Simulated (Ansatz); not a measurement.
# Ca3As: the cost of one run

Method: DFT PBE, scalar-relativistic, plane waves, PAW, in Ansatz 0.2.0.

### 1 The starting structure

Symmetry: R-3m, No. 166, trigonal system. Conventional cell: a = 5.592 Å, b = 5.592 Å, c = 10.200 Å, α = 90.00°, β = 90.00°, γ = 120.00°. Ca (site symmetry 2/m) has 4 Ca at 2.80 Å and 2 As at 2.80 Å as nearest neighbours. As (site symmetry -3m) has 6 Ca at 2.80 Å as nearest neighbours.

Coordinates:

```cif
data_structure
_symmetry_space_group_name_H-M 'R-3m:H'
_symmetry_Int_Tables_number 166
_cell_length_a 5.5917
_cell_length_b 5.5917
_cell_length_c 10.1999
_cell_angle_alpha 90.000
_cell_angle_beta 90.000
_cell_angle_gamma 120.000
_cell_volume 276.20
loop_
_atom_site_label
_atom_site_type_symbol
_atom_site_symmetry_multiplicity
_atom_site_Wyckoff_symbol
_atom_site_fract_x
_atom_site_fract_y
_atom_site_fract_z
_atom_site_occupancy
Ca1 Ca 9 e 0.16667 0.33333 0.33333 1
As1 As 3 a 0.00000 0.00000 0.00000 1
```

The cell is invented: random cell by space group and Wyckoff sites (R-3m, No. 166). Its size is a rough estimate.

### 2 A first look at the guess

Contents of input.yaml:

```yaml
crystal:
  lattice:
    - [2.79586454, 1.61419314, 3.39995972]
    - [-2.79586454, 1.61419314, 3.39995972]
    - [0.0, -3.22838628, 3.39995972]
  atoms:
    - { symbol: Ca, position: [0.5, 0.5, 0.0] }
    - { symbol: Ca, position: [0.0, 0.5, 0.5] }
    - { symbol: Ca, position: [0.5, 0.0, 0.5] }
    - { symbol: As, position: [0.0, 0.0, 0.0] }
basis:
  ecutwfc: 420
kpoints:
  mp_grid: { grid: [6, 6, 6] }
hamiltonian:
  xc: pbe
scf:
  occupations: { method: gaussian, width: 0.1 }
  lower_state_search: "off"
output:
  forces: true
  stress: true
  eigenvalues: true
```

Started as:

```sh
ansatz run input.yaml --threads 1 --pin off --max-ram 2560MiB --backend cpu --events-out ev --progress --plain --runs-dir out
```

**Question.** How long does this run take on 1 thread of Arm Neoverse V1, shared host, and how much memory does it need?

About 4.3 s, with a peak of 0.35 GiB.
